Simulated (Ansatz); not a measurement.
# MgH12Cl2O6: the cost of one run

Program: Ansatz 0.2.0. Level of theory: DFT r2SCAN, plane waves, PAW, scalar-relativistic, no spin polarisation. These are calculated values, not measurements.

### 1 The system as given

The cell holds 21 atoms (Cl2H12MgO6): a = 6.240 Å, b = 6.240 Å, c = 6.232 Å, α = 93.17°, β = 93.17°, γ = 71.41°.

Structure file:

```xyz
21
Lattice="5.0673 -3.6419 0.0000 5.0673 3.6419 0.0000 -0.4238 0.0000 6.2176" Properties=species:S:1:pos:R:3 pbc="T T T"
Mg    0.0000    0.0000    0.0000
H     2.3089    0.0000    1.6232
H     7.4019    0.0000    4.5944
H     2.7480    0.0000    0.0418
H     6.9628    0.0000    6.1758
H     5.1734    1.4464    1.7388
H     5.1734   -1.4464    1.7388
H     4.5374   -1.4464    4.4788
H     4.5374    1.4464    4.4788
H     3.7401    2.1980    1.9727
H     3.7401   -2.1980    1.9727
H     5.9707   -2.1980    4.2449
H     5.9707    2.1980    4.2449
Cl    2.9593    0.0000    3.8077
Cl    6.7515    0.0000    2.4099
O     1.9758    0.0000    0.6792
O     7.7350    0.0000    5.5384
O     4.5424    2.1376    1.3762
O     4.5424   -2.1376    1.3762
O     5.1684   -2.1376    4.8413
O     5.1684    2.1376    4.8413
```

### 2 Run 1

30 steps of 0.5 fs under a Nosé-Hoover thermostat at 700 K.

Input file input.yaml:

```yaml
accuracy: low
crystal:
  lattice:
    - [5.067312, -3.641937, 0.0]
    - [5.067312, 3.641937, 0.0]
    - [-0.423841, 0.0, 6.217564]
  atoms:
    - { symbol: Mg, position: [0.0, 0.0, 0.0] }
    - { symbol: H, position: [0.238743, 0.238743, 0.261061] }
    - { symbol: H, position: [0.761257, 0.761257, 0.738939] }
    - { symbol: H, position: [0.271432, 0.271432, 0.006718] }
    - { symbol: H, position: [0.728568, 0.728568, 0.993282] }
    - { symbol: H, position: [0.323589, 0.720729, 0.279657] }
    - { symbol: H, position: [0.720729, 0.323589, 0.279657] }
    - { symbol: H, position: [0.676411, 0.279271, 0.720343] }
    - { symbol: H, position: [0.279271, 0.676411, 0.720343] }
    - { symbol: H, position: [0.080551, 0.68407, 0.317279] }
    - { symbol: H, position: [0.68407, 0.080551, 0.317279] }
    - { symbol: H, position: [0.919449, 0.31593, 0.682721] }
    - { symbol: H, position: [0.31593, 0.919449, 0.682721] }
    - { symbol: Cl, position: [0.317609, 0.317609, 0.612404] }
    - { symbol: Cl, position: [0.682391, 0.682391, 0.387596] }
    - { symbol: O, position: [0.199525, 0.199525, 0.109239] }
    - { symbol: O, position: [0.800475, 0.800475, 0.890761] }
    - { symbol: O, position: [0.163999, 0.750931, 0.221343] }
    - { symbol: O, position: [0.750931, 0.163999, 0.221343] }
    - { symbol: O, position: [0.836001, 0.249069, 0.778657] }
    - { symbol: O, position: [0.249069, 0.836001, 0.778657] }
basis:
  ecutwfc: 500.0
kpoints:
  mp_grid: { grid: [2, 2, 2] }
hamiltonian:
  xc: r2scan
scf:
  occupations: { method: fermi_dirac, width: 0.05 }
  lower_state_search: "off"
  max_iter: 54
md:
  timestep: 0.5
  n_steps: 30
  ensemble: nvt_nose_hoover
  temperature: 700.0
  initial_velocities: maxwell_boltzmann
  seed: 968215
  nose_hoover: { tau: 10.0, chain_length: 1 }
```

Run with:

```console
ansatz run input.yaml --threads 1 --pin off --max-ram 3072MiB --backend cpu --events-out ev --progress --plain --runs-dir out
```

What time and memory should one allow on 1 thread of Arm Neoverse V2, shared host?

About 5.6 min, with a peak of 0.8 GiB.
